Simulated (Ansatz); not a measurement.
# CS2: the cost of one run

Program: Ansatz 0.2.0. Level of theory: DFT PBE+D3(BJ), plane waves, PAW, scalar-relativistic, no spin polarisation. These are calculated values, not measurements.

## (1) The starting structure

The cell holds 36 atoms (C12S24): a = 10.627 Å, b = 10.627 Å, c = 10.627 Å, α = 90.00°, β = 90.00°, γ = 90.00°.

Its coordinates follow in the input file.

## (2) Preparing the start

input.yaml reads:

```yaml
crystal:
  lattice:
    - [10.626586, 0.0, 0.0]
    - [0.0, 10.626586, 0.0]
    - [0.0, 0.0, 10.626586]
  atoms:
    - { symbol: S, position: [0.5128156, 0.7423584, 0.7837328] }
    - { symbol: C, position: [0.5569355, 0.7680235, 0.6459782] }
    - { symbol: S, position: [0.6010554, 0.7936886, 0.5082237] }
    - { symbol: S, position: [0.2507455, 0.3200997, 0.7420219] }
    - { symbol: C, position: [0.3724798, 0.3787219, 0.6843524] }
    - { symbol: S, position: [0.4942141, 0.4373441, 0.6266828] }
    - { symbol: S, position: [0.2460982, 0.9937272, 0.8530287] }
    - { symbol: C, position: [0.2772361, 0.9995234, 0.7095769] }
    - { symbol: S, position: [0.308374, 1.0053196, 0.5661251] }
    - { symbol: S, position: [-0.009898, -0.0067649, 0.6760781] }
    - { symbol: C, position: [0.0271349, 0.0139453, 0.5354323] }
    - { symbol: S, position: [0.0641678, 0.0346554, 0.3947865] }
    - { symbol: S, position: [0.8792153, 0.4404278, -0.0833348] }
    - { symbol: C, position: [0.9833971, 0.427133, 0.0193833] }
    - { symbol: S, position: [1.0875789, 0.4138382, 0.1221013] }
    - { symbol: S, position: [0.4467466, 0.1839115, 0.370254] }
    - { symbol: C, position: [0.5554995, 0.2795676, 0.3456713] }
    - { symbol: S, position: [0.6642523, 0.3752238, 0.3210886] }
    - { symbol: S, position: [0.5338485, 0.0076815, 0.9082575] }
    - { symbol: C, position: [0.5500816, 0.153675, 0.9102545] }
    - { symbol: S, position: [0.5663146, 0.2996684, 0.9122516] }
    - { symbol: S, position: [0.8650772, 0.8612357, 0.2341504] }
    - { symbol: C, position: [0.9491845, 0.8392561, 0.1157255] }
    - { symbol: S, position: [1.0332919, 0.8172766, -0.0026993] }
    - { symbol: S, position: [0.3643886, 0.6355001, 0.3290938] }
    - { symbol: C, position: [0.4166338, 0.5869982, 0.200643] }
    - { symbol: S, position: [0.468879, 0.5384964, 0.0721922] }
    - { symbol: S, position: [-0.0911584, 0.4998843, 0.6168839] }
    - { symbol: C, position: [0.0048599, 0.4390464, 0.5238203] }
    - { symbol: S, position: [0.1008782, 0.3782086, 0.4307567] }
    - { symbol: S, position: [0.7397274, 0.1525725, 0.1428304] }
    - { symbol: C, position: [0.8031956, 0.1456103, 0.0105243] }
    - { symbol: S, position: [0.8666637, 0.1386482, -0.1217818] }
    - { symbol: S, position: [0.0246177, 0.6640152, 0.2810871] }
    - { symbol: C, position: [0.1323724, 0.7603666, 0.2548776] }
    - { symbol: S, position: [0.240127, 0.856718, 0.2286681] }
basis:
  ecutwfc: 420.0
kpoints:
  mp_grid: { grid: [1, 1, 1] }
hamiltonian:
  xc: pbe
  dispersion: d3bj
scf:
  occupations: { method: fermi_dirac, width: 0.02 }
  lower_state_search: "off"
relax:
  f_tol: 0.3
  max_steps: 15
  adjacent_minimum: "off"
```

Launch:

```sh
$ ansatz run input.yaml --threads 2 --pin off --max-ram 5120MiB --backend cpu --events-out ev --progress --plain --runs-dir out
```

**Question.** How long does this run take on 2 threads of Arm Neoverse V1, shared host, and how much memory does it need?

About 83 s, with a peak of 0.85 GiB.
